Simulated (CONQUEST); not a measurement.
An input for CONQUEST 1.3 (Se2Br):

Contents of Conquest_input:

```
IO.Title Se2Br
IO.Coordinates coords.dat
IO.FractionalAtomicCoords F
IO.Iprint 2
IO.Iprint_init 1
General.NumberOfSpecies 2
General.PseudopotentialType hamann
General.DistanceUnits A
General.DFT_D2 T
AtomMove.TypeOfRun sqnm
AtomMove.FullStress T
Grid.GridCutoff 100
DM.SolutionMethod diagon
Diag.MPMesh T
Diag.GammaCentred T
Diag.MPMeshX 5
Diag.MPMeshY 5
Diag.MPMeshZ 1
Diag.kT 0.00367493
minE.SCTolerance 1e-7
SC.MaxIters 100
IO.AtomChargeOutput T
SC.KerkerPreCondition T
SC.KerkerFactor 0.3
SC.LinearMixingFactor 0.3
AtomMove.NumSteps 30
AtomMove.WriteExtXYZ T
AtomMove.OutputFreq 1
AtomMove.WriteXSF F
IO.Iprint_SC 1
IO.Iprint_DM 1
AtomMove.MaxForceTol 1e-3
IO.DumpChargeDensity T
IO.DumpESPot T
%block ChemicalSpeciesLabel
1 78.960 Se
2 79.900 Br
%endblock
```

coords.dat

```
    3.8024840000     0.0000000000     0.0000000000
    0.0000000000     3.8024840000     0.0000000000
    0.0000000000     0.0000000000    23.4819000000
6
  0.0000000000   0.0000000000  15.9819000054 1 F F F
  1.9012420000   1.9012420000  15.9819000054 2 F F F
  0.0000000000   1.9012420000  11.7409500000 1 T T T
  1.9012420000   0.0000000000  11.7409500000 1 T T T
  1.9012420000   1.9012420000   7.4999999946 1 T T T
  0.0000000000   0.0000000000   7.4999999946 2 T T T
```

Potentials or basis: PseudoDojo NC PBE, DZP, grid cutoff 100 Ha.

Command:

```sh
$ OMP_NUM_THREADS=1 Conquest
```

What does the program do with it?

The run stopped without a result. It printed:

Output:

```text
Simulation cell dimensions:     3.8025 A  x     3.8025 A  x    23.4819 A

      Atomic coordinates (A )
         Atom         X         Y         Z  Species
            1    0.0000    0.0000   30.2014        1
            2    3.5928    3.5928   30.2014        2
            3    0.0000    3.5928   22.1872        1
            4    3.5928    0.0000   22.1872        1
            5    3.5928    3.5928   14.1729        1
            6    0.0000    0.0000   14.1729        2
[... 229 lines left out ...]
          Free Energy (E-TS)               :      -516.282756089884856 Ha
          Harris-Foulkes Energy            :      -516.276418218095500 Ha
          Free Energy (E-TS)               :      -516.282756084220409 Ha
          Harris-Foulkes Energy            :      -516.276417694075690 Ha
          Free Energy (E-TS)               :      -516.282755679145794 Ha
          Harris-Foulkes Energy            :      -516.276414913699455 Ha
          Free Energy (E-TS)               :      -516.282754284312887 Ha
          Harris-Foulkes Energy            :      -516.276413580956387 Ha
          Free Energy (E-TS)               :      -516.282753439563066 Ha
  Error in process    1
  lateSC: too many iterations:        100       100

MPI_ABORT
```
